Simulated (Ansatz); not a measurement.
**SiSbNH6: small, medium and large basis sets**

Aim: see how fast density functionals converge with the basis set for SiSbNH6.

Program: Ansatz 0.2.0, Gaussian basis. Level of theory: one geometry, several basis sets. These are calculated values, not measurements.

Levels to be run: PBE0-D4/def2-SVP; ωB97M-V/def2-SVP; PBE0-D4/def2-QZVPP; ωB97M-V/def2-QZVPP; the functionals' def2-TZVPP values are taken from earlier runs.

### 1 Structure used throughout

All runs share one geometry, relaxed beforehand with PBE0-D4 in a triple-zeta def2 set. Sb takes the def2 core potential; no spin-orbit term is included.

SMILES `[SiH3][NH][SbH2]`, 9 atoms, charge 0, spin multiplicity 1.

Atoms are counted from 1 here; the program's logs count them from 0.

Bond lengths: Si1–N2 1.720 Å, Si1–H4 1.492 Å, Si1–H5 1.489 Å, Si1–H6 1.487 Å, N2–Sb3 2.028 Å, N2–H7 1.008 Å, Sb3–H8 1.720 Å, Sb3–H9 1.713 Å. Angles: N2–Si1–H4 113.7°, N2–Si1–H5 108.9°, N2–Si1–H6 108.8°, H4–Si1–H5 108.1°, H4–Si1–H6 107.2°, H5–Si1–H6 110.1°, Si1–N2–Sb3 126.1°, Si1–N2–H7 118.1°, Sb3–N2–H7 112.7°, N2–Sb3–H8 96.6°, N2–Sb3–H9 94.5°, H8–Sb3–H9 90.0°.

Geometry (Å):

```mol
H6NSbSi
  3D, bonds by distance, orders not assigned

  9  8  0  0  0  0  0  0  0  0999 V2000
   -0.5358    0.6819   -0.8520 Si  0  0
    0.9160    0.0066   -0.2247 N   0  0
    1.0701   -1.1855    1.4083 Sb  0  0
   -1.4843   -0.3342   -1.3954 H   0  0
   -0.1936    1.6290   -1.9486 H   0  0
   -1.2413    1.3993    0.2427 H   0  0
    1.7057   -0.0795   -0.8454 H   0  0
   -0.3880   -2.0605    1.1533 H   0  0
    0.2397   -0.1036    2.4448 H   0  0
  1  2  8  0
  2  3  8  0
  1  4  8  0
  1  5  8  0
  1  6  8  0
  2  7  8  0
  3  8  8  0
  3  9  8  0
M  END
```

### 2 PBE0-D4 in def2-SVP

The input, in.yaml:

```yaml
crystal:
  periodic: [false, false, false]
  atoms:
    - {symbol: Si, position_ang: [-0.535803, 0.681937, -0.852027]}
    - {symbol: N, position_ang: [0.916018, 0.006607, -0.224718]}
    - {symbol: Sb, position_ang: [1.070137, -1.185471, 1.408322]}
    - {symbol: H, position_ang: [-1.484287, -0.334159, -1.395415]}
    - {symbol: H, position_ang: [-0.193646, 1.629002, -1.948597]}
    - {symbol: H, position_ang: [-1.241335, 1.399312, 0.242653]}
    - {symbol: H, position_ang: [1.705684, -0.079521, -0.845400]}
    - {symbol: H, position_ang: [-0.388037, -2.060453, 1.153322]}
    - {symbol: H, position_ang: [0.239669, -0.103553, 2.444759]}
basis:
  gaussian: {orbitals: def2-SVP}
hamiltonian: {xc: pbe0, dispersion: d4}
output: {orbitals: {seedname: orbitals}}
```

Started as:

```sh
$ ansatz run in.yaml --threads 2 --pin off --events-out ev --progress --plain --max-ram 4352MiB
```

After this run come: ωB97M-V in def2-SVP; PBE0-D4 in def2-QZVPP; ωB97M-V in def2-QZVPP.

**Question.** What will the summary of the whole plan be? Wanted: PBE0-D4: double and triple zeta above quadruple; ωB97M-V: double and triple zeta above quadruple.

**Answer**, as computed:

| quantity | value |
| --- | --- |
| PBE0-D4: double and triple zeta above quadruple | 5.51, 0.44 eV |
| ωB97M-V: double and triple zeta above quadruple | 5.63, 0.42 eV |

**Reading.** For PBE0-D4 the step from double to triple zeta gains 5.07 eV and the next only 0.44 eV. These are total energies; as a rule much of such shifts cancels in differences, which this series doesn't test. The LUMO of ωB97M-V is positive and keeps falling with the basis (1.27 to 0.60 eV): an unbound level that the basis holds in place.
